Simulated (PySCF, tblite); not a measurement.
# C6H7O radical: geometry, infrared bands and EPR parameters

Wanted: the infrared bands and EPR parameters of C6H7O radical (`[C]#C/C=C\CCO`), by calculation.

The runs use tblite 0.8.0 and PySCF 2.14.0, with density-fitted response routines of our own; the level of theory stands in each step. All values are computed, except where a source is named. Atoms count from 0, in the outputs and in this text.

### 1 The molecule as given

14 atoms, charge 0, multiplicity 2; geometry from: force field or distance geometry start.

Bonds of the start (Å): C0–C1 1.20, C1–C2 1.44, C2–C3 1.30, C3–C4 1.49, C4–C5 1.51, C5–O6 1.39, C2–H7 1.10, C3–H8 1.09, C4–H9 1.09, C4–H10 1.12, C5–H11 1.11, C5–H12 1.12, O6–H13 0.98.

### 2 Optimising the geometry with GFN2-xTB

What the job is given:

```
{"job": {"kind": "relax", "xc": "GFN2-xTB", "basis": "xTB"}, "charge": 0, "multiplicity": 2}
C     -1.695400     2.522500    -1.207200
C     -1.765000     1.340200    -1.028300
C     -1.793800    -0.080500    -0.786100
C     -0.739000    -0.794200    -0.523500
C      0.600500    -0.145100    -0.423500
C      1.090200    -0.405000     0.979100
O      2.341400     0.161200     1.192000
H     -2.770100    -0.578100    -0.841700
H     -0.863600    -1.866300    -0.355800
H      1.323100    -0.522900    -1.147400
H      0.406700     0.949300    -0.533500
H      1.213600    -1.506400     1.065400
H      0.420000     0.016200     1.772400
H      2.230800     0.908500     1.816000
```

Command:

```sh
OMP_NUM_THREADS=1 python probes_run.py task.json out
```

The driver reads the jobs from task.json and runs them one after another.

**Question.** This job is followed by: GFN2-xTB harmonic vibrations, gas phase; UKS B3LYP, pcH-1 on C H O, non-relativistic, mean-field spin-orbit, GIAO. What will the session give for the following? strongest single infrared mode (GFN2-xTB); zero-point energy (GFN2-xTB); g(iso) (B3LYP); ⟨S²⟩; largest a(iso) (averaged by class); surface potential, 1st and 99th percentile.

As calculated:

| quantity | value |
| --- | --- |
| strongest single infrared mode (GFN2-xTB) | 2073 cm⁻¹, 410 km/mol |
| zero-point energy (GFN2-xTB) | 67.6 kcal/mol |
| g(iso) (B3LYP) | 2.00379 |
| ⟨S²⟩ | 0.776 (exact 0.75) |
| largest a(iso) (averaged by class) | 13C on C0, 263.0 MHz |
| surface potential, 1st and 99th percentile | -1.59 V and 2.26 V |

What this shows: The optimisation took 94 steps and gained 0.394 eV; among the close pairs (by a distance rule), C2–C3 changed most, from 1.300 to 1.336 Å. No mode is imaginary among the 36: a minimum at this level. The strongest single mode, at 2073 cm⁻¹, moves mainly C1 and C0. Unscaled tight-binding wavenumbers are off by several per cent, some by more. Its intensities can rank the bands wrongly. C0 carries the largest spin population, 0.54 e. The isotropic g lies 1.5 ppt above the free-electron value.
